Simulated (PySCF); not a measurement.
# H3InO2S: the cost of one run

Computed with PySCF 2.14.0; each step states its level. No surroundings beyond the atoms listed, unless a continuum is named. Atoms count from 0, parts from 1.

## 1. Starting point

Each species was relaxed by itself at PBE0-D3(BJ)/def2-SVPD.

## 2. Reaction energy: wB97M-D3(BJ)/def2-TZVPD

What the job is given:

```
{"job": {"kind": "react", "xc": "wB97M-D3(BJ)", "basis": "def2-TZVPD"}, "charge": 0, "multiplicity": 1}
-1 H3InO2S charge 0 multiplicity 1
O     -0.975110     0.390370     1.864270
In    -0.081430    -0.025860     0.123540
O      0.742910     1.528610    -0.821220
S      0.071720    -2.183080    -0.891730
H     -1.383390    -0.363610     2.300380
H      0.642810     2.359150    -0.344470
H      0.738260    -1.680910    -1.957580

+1 H2InO2 charge 0 multiplicity 2
O      0.206750    -1.705450     0.307720
In    -0.299830     0.025170    -0.631470
O      0.162120     1.674340     0.463630
H     -0.008350    -2.505530    -0.182930
H     -0.060630     2.511500     0.043120

+1 HS charge 0 multiplicity 2
S      0.675100    -0.006760    -0.003580
H     -0.679560     0.006090     0.003600
```

Level: wB97M-D3(BJ)/def2-TZVPD reaction energy of separated species, gas phase.

Launch:

```
OMP_NUM_THREADS=1 python cluster_run.py task.json out
```

The driver reads the jobs from task.json and runs them one after another.

Q: Estimate the wall time and peak memory of this first job on 1 thread of Arm Neoverse N1, shared host.

About 54 s, with a peak of 0.76 GiB.
